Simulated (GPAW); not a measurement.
Crystal: ScF3.

```
Sc F
1.0
     4.01245    0.00000    0.00000
     0.00000    4.01245    0.00000
     0.00000    0.00000    4.01245
Sc F
1 3
Direct
  0.00000 0.00000 0.00000
  0.00000 0.00000 0.50000
  0.00000 0.50000 0.00000
  0.50000 0.00000 0.00000
```

Base run:

- Program: GPAW 26.7.0
- Functional: PBEsol
- Potentials or basis: PAW data sets generated in the run's folder for this functional
- Cutoff: 800 eV
- Basis: pw
- k mesh: 7 × 7 × 7
- Occupations: fermi-dirac, width 0.05 eV
- Spin: no spin polarisation
- Hubbard terms: Sc d U = 8 eV

Its results: band gap on the k mesh 7.69 eV, indirect (least direct gap 8.24 eV); pressure 7.6 GPa.

Problem. The run is repeated on the same cell with these changes: hubbard terms from Sc d U = 8 eV to Sc d U = 6 eV. What comes out?

Solution. Band gap on the k mesh 7.75 eV, indirect (least direct gap 8.29 eV); pressure 5.5 GPa.

A k mesh can miss the band edges.

Not every run made on this cell is shown here.
